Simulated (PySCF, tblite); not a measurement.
# C2H9B3N3 radical: geometry, infrared bands and EPR parameters

Aim: predict the infrared bands and EPR parameters of C2H9B3N3 radical (`CB1NB[N]BN1C`).

Computed with tblite 0.8.0 and PySCF 2.14.0, with density-fitted response routines of our own, on a single molecule in the gas phase. Atoms count from 0, in the outputs and in this text.

**1. Starting geometry**

17 atoms, charge 0, multiplicity 2; geometry from: force field or distance geometry start.

Bonds of the start (Å): C0–B1 1.61, B1–N2 1.50, N2–B3 1.53, B3–N4 1.54, N4–B5 1.51, B5–N6 1.50, N6–C7 1.42, N6–B1 1.51, C0–H8 1.11, C0–H9 1.09, C0–H10 1.12, N2–H11 1.06, B3–H12 1.18, B5–H13 1.18, C7–H14 1.12, C7–H15 1.11, C7–H16 1.11.

**2. Relaxing the molecule with GFN2-xTB**

The job: settings as JSON, then the geometry in Å.

```
{"job": {"kind": "relax", "xc": "GFN2-xTB", "basis": "xTB"}, "charge": 0, "multiplicity": 2}
C      2.020500    -1.010400     0.151900
B      0.718200    -0.188600    -0.332800
N      0.836600     1.153300    -0.991400
B      0.113100     2.265800    -0.233600
N     -1.235800     1.994200     0.456800
B     -1.117900     0.676600     1.185700
N     -0.540900    -0.487000     0.438400
C     -1.479200    -1.307700    -0.242100
H      1.997700    -2.028400    -0.294000
H      2.939300    -0.459400    -0.045800
H      1.908400    -1.052500     1.265400
H      0.392800     1.125300    -1.951400
H      0.329800     3.410300    -0.431200
H     -1.567600     0.508400     2.261600
H     -1.679300    -2.231900     0.351000
H     -1.183100    -1.557000    -1.277800
H     -2.459500    -0.798900    -0.320600
```

Run with:

```console
$ OMP_NUM_THREADS=1 python probes_run.py task.json out
```

This one command runs all jobs of the session in turn.

**Question.** This job is followed by: GFN2-xTB harmonic vibrations, gas phase; UKS B3LYP, pcH-1 on B C H N, non-relativistic, mean-field spin-orbit, GIAO. Predict these results of the whole session: strongest single infrared mode (GFN2-xTB); zero-point energy (GFN2-xTB); g(iso) (B3LYP); ⟨S²⟩; largest a(iso) (averaged by class); potential on the surface of density 0.002 e/bohr³, 1st and 99th percentile.

**Answer**, as computed:

```
                                                                  quantity                 value
                                 strongest single infrared mode (GFN2-xTB)  723 cm⁻¹, 143 km/mol
                                              zero-point energy (GFN2-xTB)         82.1 kcal/mol
                                                            g(iso) (B3LYP)               2.00409
                                                                      ⟨S²⟩    0.754 (exact 0.75)
                                        largest a(iso) (averaged by class)   14N on N4, 85.5 MHz
potential on the surface of density 0.002 e/bohr³, 1st and 99th percentile    -0.58 V and 1.57 V
```

Relaxing lowered the energy by 3.551 eV in 115 steps; the close pair that moved most is B3–N4, from 1.539 to 1.368 Å. All 45 modes are real, so the xTB geometry is a minimum. The strongest single mode, at 723 cm⁻¹, moves mainly H13 and B5. Unscaled tight-binding wavenumbers are off by several per cent, some by more. Its intensities can rank the bands wrongly. N4 carries the largest spin population, 0.89 e. The isotropic g lies 1.8 ppt above the free-electron value. These values are for one conformer; the search (at its own cheap level) found 1 more, at 0.21 kcal/mol, and measured spectra average over such forms.
